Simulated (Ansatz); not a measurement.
# BGeH4+ (singlet): wave-function methods side by side, cc-pVDZ

One table from this session's results is given with a row withheld; the runs are named, their logs left out.

Program: Ansatz 0.2.0, Gaussian basis. Level of theory: cc-pVDZ, core rule «outside noble gas», up to 15 orbitals frozen. These are calculated values, not measurements.

Plan: UHF; CCSD(T) on RHF; BCCD(T) on RHF; CISD; CCSDT(Q) on RHF; CASSCF and MRCISD+Q, 8 electrons in 8 orbitals; CASSCF and NEVPT2, 8 electrons in 8 orbitals.

10 further runs of the same task are left out: 5 that didn't finish, 5 set aside as unsound or not needed.

## The geometry

The geometry is a PBE0/def2-TZVP stationary point (not a proven minimum) of the parent state, kept for this charge and spin. No spin-orbit coupling is included. The filled d shell of Ge may be among the frozen orbitals whatever the setting's name suggests; the logs give the count.

6 atoms, charge 1, spin multiplicity 1.

Atoms are counted from 1 here; the program's logs count them from 0.

Bond lengths: Ge1–B2 1.974 Å, Ge1–H3 1.536 Å, Ge1–H4 1.536 Å, B2–H5 1.193 Å, B2–H6 1.193 Å. Angles: B2–Ge1–H3 125.2°, B2–Ge1–H4 125.2°, H3–Ge1–H4 109.7°, Ge1–B2–H5 119.1°, Ge1–B2–H6 119.1°, H5–B2–H6 121.9°.

Geometry (Å):

```xyz
6

Ge    0.0000    0.0000    0.2823
B     0.0000    0.0000   -1.6912
H     0.0000    1.2553    1.1670
H     0.0000   -1.2553    1.1670
H     0.0000    1.0424   -2.2706
H     0.0000   -1.0424   -2.2706
```

Set-up of the first run:

Contents of in.yaml:

```yaml
crystal:
  periodic: [false, false, false]
  atoms:
    - {symbol: Ge, position_ang: [0.000000, 0.000000, 0.282333]}
    - {symbol: B, position_ang: [0.000000, 0.000000, -1.691224]}
    - {symbol: H, position_ang: [0.000000, 1.255258, 1.166980]}
    - {symbol: H, position_ang: [0.000000, -1.255258, 1.166980]}
    - {symbol: H, position_ang: [0.000000, 1.042369, -2.270633]}
    - {symbol: H, position_ang: [0.000000, -1.042369, -2.270633]}
basis:
  gaussian: {orbitals: cc-pVDZ}
total_charge: 1
magnetization: {spin_polarized: true, initial_magnetization: 0}
hamiltonian: {xc: hf}
output: {orbitals: {seedname: orbitals}}
```

The run is started by

```sh
$ ansatz run in.yaml --threads 1 --pin off --events-out ev --progress --plain --max-ram 2393MiB
```

Among the steps run: UHF; CCSD(T) on RHF; BCCD(T) on RHF; CISD; CCSDT(Q) on RHF; CASSCF and MRCISD+Q, 8 electrons in 8 orbitals; CASSCF and NEVPT2, 8 electrons in 8 orbitals.

One table of the session follows, with a row left open; its other results are not shown here.

| method | from RCCSDT(Q) (kcal/mol) |
| --- | --- |
| RHF | +121.80 |
| RMP2 | +27.35 |
| CISD | +10.81 |
| RCCSD | ? |
| RCCSD(T) | +0.59 |
| BCCD(T) | +0.58 |
| RCCSDT | +0.08 |
| RCCSDT(Q) | 0 |
| CASSCF frontier | +85.29 |
| NEVPT2 frontier | +27.12 |
| MRCISD frontier | +5.71 |
| MRCISD+Q frontier | +0.13 |

Q: Estimate the row for RCCSD from the others.

The run gave: from RCCSDT(Q) (kcal/mol): +2.85. In the column «from RCCSDT(Q) (kcal/mol)» it lies between RCCSD(T) (+0.59) and MRCISD frontier (+5.71).
